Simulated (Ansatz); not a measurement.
**BGaH6N2S: one species, many methods**

One table from this session's results is given with a row withheld; the runs are named, their logs left out.

Program: Ansatz 0.2.0, Gaussian basis. Level of theory: functionals in def2-TZVPP, the program's frozen cores in correlated methods. These are calculated values, not measurements.

Plan: LDA (SPW92), PBE-D4, revPBE-D4, BLYP-D4, r2SCAN-D4, B97M-V, PBE0-D4, B3LYP-D4, r2SCANh-D4, r2SCAN0-D4, HSE06-D4, BHLYP-D4, CAM-B3LYP-D4, LC-ωPBE, ωB97X-V, ωB97M-V, B2PLYP, PBE-QIDH; CCSD(T)/def2-SVP; CCSD(T)/def2-TZVPP; MP2/def2-QZVPP; extrapolation to the limit; RPA on PBE.

### The geometry

An earlier PBE0-D4 in a triple-zeta def2 set relaxation fixed the geometry.

SMILES `[NH2][GaH][B](N)S`, 11 atoms, charge 0, spin multiplicity 1.

Atoms are counted from 1 here; the program's logs count them from 0.

Bond lengths: N1–Ga2 1.822 Å, N1–H6 1.006 Å, N1–H7 1.006 Å, Ga2–B3 2.090 Å, Ga2–H8 1.576 Å, B3–N4 1.396 Å, B3–S5 1.822 Å, N4–H9 1.008 Å, N4–H10 1.005 Å, S5–H11 1.339 Å. Angles: Ga2–N1–H6 125.5°, Ga2–N1–H7 123.4°, H6–N1–H7 111.2°, N1–Ga2–B3 120.0°, N1–Ga2–H8 112.7°, B3–Ga2–H8 127.3°, Ga2–B3–N4 120.2°, Ga2–B3–S5 122.9°, N4–B3–S5 117.0°, B3–N4–H9 124.3°, B3–N4–H10 122.4°, H9–N4–H10 113.3°, B3–S5–H11 97.9°.

Set-up of the first run:

in.yaml reads:

```yaml
crystal:
  periodic: [false, false, false]
  atoms:
    - {symbol: N, position_ang: [-0.870621, 2.145143, -0.347387]}
    - {symbol: Ga, position_ang: [0.296679, 0.803364, -0.743466]}
    - {symbol: B, position_ang: [0.229756, -0.989582, 0.328817]}
    - {symbol: N, position_ang: [1.127294, -2.017703, 0.034028]}
    - {symbol: S, position_ang: [-0.968649, -1.297669, 1.666267]}
    - {symbol: H, position_ang: [-1.576082, 2.112235, 0.368809]}
    - {symbol: H, position_ang: [-0.883387, 3.027996, -0.829618]}
    - {symbol: H, position_ang: [1.277318, 1.178088, -1.919421]}
    - {symbol: H, position_ang: [1.149724, -2.905716, 0.511071]}
    - {symbol: H, position_ang: [1.822011, -1.936065, -0.687433]}
    - {symbol: H, position_ang: [-1.604032, -0.120081, 1.618343]}
basis:
  gaussian: {orbitals: def2-TZVPP}
hamiltonian: {xc: lda}
output: {orbitals: {seedname: orbitals}}
```

Steps of the session up to this table: LDA; PBE-D4 (GGA); revPBE-D4 (GGA); BLYP-D4 (GGA); r2SCAN-D4 (meta-GGA); B97M-V (meta-GGA); PBE0-D4 (hybrid); B3LYP-D4 (hybrid); r2SCANh-D4 (hybrid); r2SCAN0-D4 (hybrid); HSE06-D4 (hybrid); BHLYP-D4 (hybrid); CAM-B3LYP-D4 (range-separated); LC-ωPBE (range-separated); ωB97X-V (range-separated); ωB97M-V (range-separated); B2PLYP (double hybrid); PBE-QIDH (double hybrid).

One of the session's tables, all rows but one given; the rest of the session is left out.

It belongs to the step «Orbital energies across the functionals». 

| functional | HOMO (eV) | gap (eV) |
| --- | --- | --- |
| LDA (SPW92) | -6.07 | 3.90 |
| PBE-D4 | -5.87 | 3.94 |
| revPBE-D4 | -5.79 | 3.96 |
| BLYP-D4 | -5.73 | 3.92 |
| r2SCAN-D4 | -6.15 | 4.35 |
| B97M-V | -6.18 | 4.31 |
| PBE0-D4 | ? | ? |
| B3LYP-D4 | -6.92 | 5.52 |
| r2SCANh-D4 | -6.63 | 5.11 |
| r2SCAN0-D4 | -7.30 | 6.19 |
| HSE06-D4 | -6.74 | 5.19 |
| BHLYP-D4 | -8.22 | 7.82 |
| CAM-B3LYP-D4 | -8.46 | 8.24 |
| LC-ωPBE | -9.78 | 10.63 |
| ωB97X-V | -9.44 | 10.19 |
| ωB97M-V | -9.24 | 9.84 |

Q: Estimate the row for PBE0-D4 from the others.

The run gave: HOMO (eV): -7.14; gap (eV): 5.95. In the column «HOMO (eV)» it lies between r2SCAN0-D4 (-7.30) and B3LYP-D4 (-6.92).
